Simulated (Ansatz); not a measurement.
# F₃HHfS: basis-set convergence

One table from this session's results is given with a row withheld; the runs are named, their logs left out.

Program: Ansatz 0.2.0, Gaussian basis. Level of theory: one geometry, several basis sets. These are calculated values, not measurements.

The runs, in order: PBE0-D4/def2-SVP; ωB97M-V/def2-SVP; PBE0-D4/def2-QZVPP; ωB97M-V/def2-QZVPP; the functionals' def2-TZVPP values are taken from earlier runs.

### The geometry

All runs share one geometry, relaxed beforehand with PBE0-D4 in a triple-zeta def2 set. Hf takes the def2 core potential; no spin-orbit term is included.

SMILES `[F][Hf]([F])([F])[SH]`, 6 atoms, charge 0, spin multiplicity 1.

Atoms are counted from 1 here; the program's logs count them from 0.

Bond lengths: F1–Hf2 1.892 Å, Hf2–F3 1.896 Å, Hf2–F4 1.895 Å, Hf2–S5 2.440 Å, S5–H6 1.348 Å. Angles: F1–Hf2–F3 111.3°, F1–Hf2–F4 111.4°, F1–Hf2–S5 107.1°, F3–Hf2–F4 107.4°, F3–Hf2–S5 109.9°, F4–Hf2–S5 109.8°, Hf2–S5–H6 91.5°.

Set-up of the first run:

Contents of in.yaml:

```yaml
crystal:
  periodic: [false, false, false]
  atoms:
    - {symbol: F, position_ang: [-0.326825, -1.839570, 1.348844]}
    - {symbol: Hf, position_ang: [0.164167, -0.545545, 0.058572]}
    - {symbol: F, position_ang: [2.033292, -0.230715, 0.077707]}
    - {symbol: F, position_ang: [-0.299252, -1.102720, -1.692862]}
    - {symbol: S, position_ang: [-1.028758, 1.509834, 0.613442]}
    - {symbol: H, position_ang: [-0.500624, 2.144716, -0.451803]}
basis:
  gaussian: {orbitals: def2-SVP}
hamiltonian: {xc: pbe0, dispersion: d4}
output: {orbitals: {seedname: orbitals}}
```

Steps of the session up to this table: PBE0-D4 in def2-SVP; ωB97M-V in def2-SVP; PBE0-D4 in def2-QZVPP; ωB97M-V in def2-QZVPP.

One of the session's tables, all rows but one given; the rest of the session is left out.

It belongs to the step «Density functionals: the series». 

```
functional       basis  HOMO (eV)
   PBE0-D4    def2-SVP          ?
   PBE0-D4  def2-TZVPP      -8.20
   PBE0-D4  def2-QZVPP      -8.21
   ωB97M-V    def2-SVP     -10.27
   ωB97M-V  def2-TZVPP     -10.35
   ωB97M-V  def2-QZVPP     -10.38
```

Q: Estimate the row for PBE0-D4, def2-SVP from the others.

**Answer.** HOMO (eV): -8.15. In the column «HOMO (eV)» it is the highest.
